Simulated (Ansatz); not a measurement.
# C₂H₈S₂Si: basis-set convergence

One table from this session's results is given with a row withheld; the runs are named, their logs left out.

The runs use Ansatz 0.2.0, Gaussian basis; one geometry, several basis sets.

Levels to be run: PBE0-D4/def2-SVP; ωB97M-V/def2-SVP; PBE0-D4/def2-QZVPP; ωB97M-V/def2-QZVPP; the functionals' def2-TZVPP values are taken from earlier runs.

## The relaxed structure

An earlier PBE0-D4 in a triple-zeta def2 set relaxation fixed the geometry.

SMILES `CS[SiH](C)S`, 13 atoms, charge 0, spin multiplicity 1.

Atoms are counted from 1 here; the program's logs count them from 0.

Bond lengths: C1–S2 1.815 Å, C1–H6 1.089 Å, C1–H7 1.090 Å, C1–H8 1.089 Å, S2–Si3 2.125 Å, Si3–C4 1.863 Å, Si3–S5 2.145 Å, Si3–H9 1.485 Å, C4–H10 1.092 Å, C4–H11 1.092 Å, C4–H12 1.093 Å, S5–H13 1.343 Å. Angles: S2–C1–H6 106.9°, S2–C1–H7 110.6°, S2–C1–H8 111.2°, H6–C1–H7 109.1°, H6–C1–H8 109.0°, H7–C1–H8 110.1°, C1–S2–Si3 100.6°, S2–Si3–C4 113.8°, S2–Si3–S5 112.0°, S2–Si3–H9 103.3°, C4–Si3–S5 104.8°, C4–Si3–H9 111.9°, S5–Si3–H9 111.2°, Si3–C4–H10 109.9°, Si3–C4–H11 111.1°, Si3–C4–H12 110.5°, H10–C4–H11 108.4°, H10–C4–H12 108.7° and more.

Geometry (Å):

```xyz
13

C    -2.0108    0.4500    0.2781
S    -1.2818   -0.1476   -1.2733
Si    0.7826   -0.1288   -0.7684
C     1.2150   -1.2302    0.6704
S     1.4505    1.8243   -0.1851
H    -3.0553    0.6782    0.0692
H    -1.5075    1.3568    0.6137
H    -1.9638   -0.3131    1.0543
H     1.4442   -0.5693   -2.0223
H     0.9190   -2.2588    0.4543
H     0.7039   -0.9073    1.5800
H     2.2912   -1.2084    0.8586
H     1.0332    2.4194   -1.3148
```

Set-up of the first run:

in.yaml reads:

```yaml
crystal:
  periodic: [false, false, false]
  atoms:
    - {symbol: C, position_ang: [-2.010833, 0.449961, 0.278129]}
    - {symbol: S, position_ang: [-1.281804, -0.147565, -1.273272]}
    - {symbol: Si, position_ang: [0.782597, -0.128829, -0.768399]}
    - {symbol: C, position_ang: [1.215036, -1.230161, 0.670381]}
    - {symbol: S, position_ang: [1.450520, 1.824305, -0.185062]}
    - {symbol: H, position_ang: [-3.055316, 0.678241, 0.069242]}
    - {symbol: H, position_ang: [-1.507490, 1.356830, 0.613680]}
    - {symbol: H, position_ang: [-1.963837, -0.313119, 1.054293]}
    - {symbol: H, position_ang: [1.444205, -0.569330, -2.022346]}
    - {symbol: H, position_ang: [0.919028, -2.258817, 0.454302]}
    - {symbol: H, position_ang: [0.703891, -0.907348, 1.579971]}
    - {symbol: H, position_ang: [2.291203, -1.208385, 0.858619]}
    - {symbol: H, position_ang: [1.033199, 2.419417, -1.314837]}
basis:
  gaussian: {orbitals: def2-SVP}
hamiltonian: {xc: pbe0, dispersion: d4}
output: {orbitals: {seedname: orbitals}}
```

Among the steps run: PBE0-D4 in def2-SVP; ωB97M-V in def2-SVP; PBE0-D4 in def2-QZVPP; ωB97M-V in def2-QZVPP.

One of the session's tables, all rows but one given; the rest of the session is left out.

It belongs to the step «Functionals by basis». 

| functional | basis | HOMO (eV) | LUMO (eV) |
| --- | --- | --- | --- |
| PBE0-D4 | def2-SVP | -6.82 | 0.77 |
| PBE0-D4 | def2-TZVPP | -6.90 | 0.21 |
| PBE0-D4 | def2-QZVPP | ? | ? |
| ωB97M-V | def2-SVP | -8.96 | 2.72 |
| ωB97M-V | def2-TZVPP | -9.07 | 2.08 |
| ωB97M-V | def2-QZVPP | -9.10 | 1.45 |

**Question.** Estimate the row for PBE0-D4, def2-QZVPP.

The run gave: HOMO (eV): -6.93; LUMO (eV): 0.03. In the column «HOMO (eV)» it lies between ωB97M-V, def2-SVP (-8.96) and PBE0-D4, def2-TZVPP (-6.90).
